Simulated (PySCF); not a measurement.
Molecule: OGaFSH2, in a box.

```
O Ga F S H
1.0
    12.00000    0.00000    0.00000
     0.00000   12.00000    0.00000
     0.00000    0.00000   13.00000
O Ga F S H
1 1 1 1 2
Direct
  0.61276 0.49405 0.42350
  0.55012 0.47883 0.54588
  0.61883 0.38604 0.62699
  0.40134 0.55971 0.60655
  0.57514 0.54478 0.37824
  0.38334 0.61746 0.51954
```

Base run:

```yaml
Program: PySCF 2.14.0
Functional: MN15-L
Dispersion: D3
Potentials_or_basis: 6-31g* (all-electron)
k_mesh: 1 × 1 × 1
Occupations: fixed
Spin: no spin polarisation
```

Its results: gap between the frontier levels 5.68 eV.

Question: The run is repeated on the same cell with these changes: functional from MN15-L to BP86. What comes out?

Answer: Gap between the frontier levels 4.66 eV.

Caveats: this is a molecule in a periodic box at the Γ point, so its band gap is the HOMO-LUMO gap; relativity is left out, which matters for the heavier elements; the basis of atomic orbitals isn't converged, which shifts pressures, moduli and gaps.

